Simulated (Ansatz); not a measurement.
# F2HOSSi radical: one species, many methods

An exercise on one series of results from a longer session: the logs are not shown, and one member is left open.

Program: Ansatz 0.2.0, Gaussian basis. Level of theory: functionals in def2-TZVPP, the program's frozen cores in correlated methods. These are calculated values, not measurements.

The runs, in order: LDA (SPW92), PBE-D4, revPBE-D4, BLYP-D4, r2SCAN-D4, B97M-V, PBE0-D4, B3LYP-D4, r2SCANh-D4, r2SCAN0-D4, HSE06-D4, BHLYP-D4, CAM-B3LYP-D4, LC-ωPBE, ωB97X-V, ωB97M-V, B2PLYP, PBE-QIDH; CCSD(T)/def2-SVP; CCSD(T)/def2-TZVPP; MP2/def2-QZVPP; extrapolation to the limit; RPA on PBE.

**The geometry**

An earlier PBE0-D4 in a triple-zeta def2 set relaxation fixed the geometry.

6 atoms, charge 0, spin multiplicity 2.

Atoms are counted from 1 here; the program's logs count them from 0.

Bond lengths: O1–Si2 1.615 Å, O1–H6 0.959 Å, Si2–F3 1.574 Å, Si2–F4 1.581 Å, Si2–S5 2.104 Å. Angles: Si2–O1–H6 118.4°, O1–Si2–F3 105.4°, O1–Si2–F4 113.1°, O1–Si2–S5 111.6°, F3–Si2–F4 106.7°, F3–Si2–S5 113.5°, F4–Si2–S5 106.7°.

Set-up of the first run:

Input file in.yaml:

```yaml
crystal:
  periodic: [false, false, false]
  atoms:
    - {symbol: O, position_ang: [-0.656246, 0.076057, 1.125347]}
    - {symbol: Si, position_ang: [0.329441, -0.113839, -0.139954]}
    - {symbol: F, position_ang: [1.778356, -0.197244, 0.468863]}
    - {symbol: F, position_ang: [0.085155, -1.468126, -0.917473]}
    - {symbol: S, position_ang: [0.097609, 1.437354, -1.543072]}
    - {symbol: H, position_ang: [-1.592215, 0.201798, 0.960189]}
basis:
  gaussian: {orbitals: def2-TZVPP}
magnetization: {spin_polarized: true, initial_magnetization: 1}
hamiltonian: {xc: lda}
output: {orbitals: {seedname: orbitals}}
```

Command:

```sh
> ansatz run in.yaml --threads 4 --pin off --events-out ev --progress --plain --max-ram 10444MiB
```

Among the steps run: LDA; PBE-D4 (GGA); revPBE-D4 (GGA); BLYP-D4 (GGA); r2SCAN-D4 (meta-GGA); B97M-V (meta-GGA); PBE0-D4 (hybrid); B3LYP-D4 (hybrid); r2SCANh-D4 (hybrid); r2SCAN0-D4 (hybrid); HSE06-D4 (hybrid); BHLYP-D4 (hybrid); CAM-B3LYP-D4 (range-separated); LC-ωPBE (range-separated); ωB97X-V (range-separated); ωB97M-V (range-separated); B2PLYP (double hybrid); PBE-QIDH (double hybrid).

One of the session's tables, all rows but one given; the rest of the session is left out.

It belongs to the step «Frontier levels by functional». 

| functional | HOMO (eV) | LUMO (eV) | gap (eV) |
| --- | --- | --- | --- |
| LDA (SPW92) | -6.90 | -6.80 | 0.10 |
| PBE-D4 | -6.79 | -6.30 | 0.49 |
| revPBE-D4 | -6.73 | -6.17 | 0.57 |
| BLYP-D4 | -6.63 | -6.25 | 0.38 |
| r2SCAN-D4 | -7.12 | -5.94 | 1.18 |
| B97M-V | -7.16 | -6.12 | 1.04 |
| PBE0-D4 | -8.14 | -5.18 | 2.96 |
| B3LYP-D4 | ? | ? | ? |
| r2SCANh-D4 | -7.62 | -5.53 | 2.08 |
| r2SCAN0-D4 | -8.35 | -4.91 | 3.43 |
| HSE06-D4 | -7.73 | -5.58 | 2.16 |
| BHLYP-D4 | -9.32 | -4.06 | 5.26 |
| CAM-B3LYP-D4 | -9.52 | -4.06 | 5.46 |
| LC-ωPBE | -10.97 | -2.56 | 8.42 |
| ωB97X-V | -10.57 | -3.06 | 7.51 |
| ωB97M-V | -10.35 | -3.15 | 7.20 |

Estimate the missing values for B3LYP-D4.

Worked estimate for «HOMO (eV)». Against the share of exact exchange, BLYP-D4 (0, -6.63), BHLYP-D4 (0.5, -9.32) give a slope of -5.38 per unit share; at 0.2 the line stands at -7.71.

The run gave: HOMO (eV): -7.88; LUMO (eV): -5.57; gap (eV): 2.31. In «HOMO (eV)» the line misses by +0.17.
